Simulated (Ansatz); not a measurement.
# BaMn2Bi2: the cost of one run

Computed with Ansatz 0.2.0 (DFT at more than one level, as each input shows, unless a step's input says otherwise).

4 further runs of the same task are left out: 1 that didn't finish, 3 set aside as unsound or not needed. Runs told in other sessions of the task aren't counted.

### Step 1. The starting structure

Symmetry: I4/mmm, No. 139, tetragonal system. The conventional cell has a = 4.493 Å, b = 4.493 Å, c = 14.556 Å, α = 90.00°, β = 90.00°, γ = 90.00°. Around Ba (site symmetry 4/mmm) lie 8 Bi at 3.72 Å and 8 Mn at 4.28 Å. Mn (site symmetry -4m2) is surrounded by 4 Bi at 2.82 Å and 4 Mn at 3.18 Å. Bi (site symmetry 4mm) is surrounded by 4 Mn at 2.82 Å.

Structure file:

```cif
data_structure
_symmetry_space_group_name_H-M 'P 1'
_symmetry_Int_Tables_number 1
_cell_length_a 7.9413
_cell_length_b 7.9413
_cell_length_c 7.9413
_cell_angle_alpha 147.138
_cell_angle_beta 147.138
_cell_angle_gamma 47.160
_cell_volume 146.90
loop_
_atom_site_label
_atom_site_type_symbol
_atom_site_fract_x
_atom_site_fract_y
_atom_site_fract_z
_atom_site_occupancy
Ba1 Ba 0.00000 0.00000 0.00000 1
Mn1 Mn 0.25000 0.75000 0.50000 1
Mn2 Mn 0.75000 0.25000 0.50000 1
Bi1 Bi 0.36679 0.36679 0.00000 1
Bi2 Bi 0.63321 0.63321 0.00000 1
```

### Step 2. Relax cell and atoms

The input, input.yaml:

```yaml
crystal:
  lattice:
    - [-2.2462852742, 2.2462852742, 7.2781801451]
    - [2.2462852742, -2.2462852742, 7.2781801451]
    - [2.2462852742, 2.2462852742, -7.2781801451]
  atoms:
    - { symbol: Ba, position: [0.0, 0.0, 0.0] }
    - { symbol: Mn, position: [0.25, 0.75, 0.5], spin: 3.5 }
    - { symbol: Mn, position: [0.75, 0.25, 0.5], spin: 3.5 }
    - { symbol: Bi, position: [0.366788, 0.366788, 0.0] }
    - { symbol: Bi, position: [0.633212, 0.633212, 0.0] }
basis:
  ecutwfc: 420
  ecutrho_ratio: 4
kpoints:
  mp_grid: { grid: [6, 6, 6] }
hamiltonian:
  xc: pbe
scf:
  occupations: { method: gaussian, width: 0.05 }
output:
  forces: true
  stress: true
  eigenvalues: true
  populations: true
magnetization:
  spin_polarized: true
relax:
  f_tol: 0.03
  max_steps: 60
  cell: { stress_tol: 0.3 }
```

Launch:

```console
> ansatz run input.yaml --threads 4 --pin off --max-ram 10240MiB --backend cpu --events-out ev --progress --plain --runs-dir out
```

What time and memory should one allow on 4 threads of Arm Neoverse V2, shared host?

About 38 s, with a peak of 0.74 GiB.
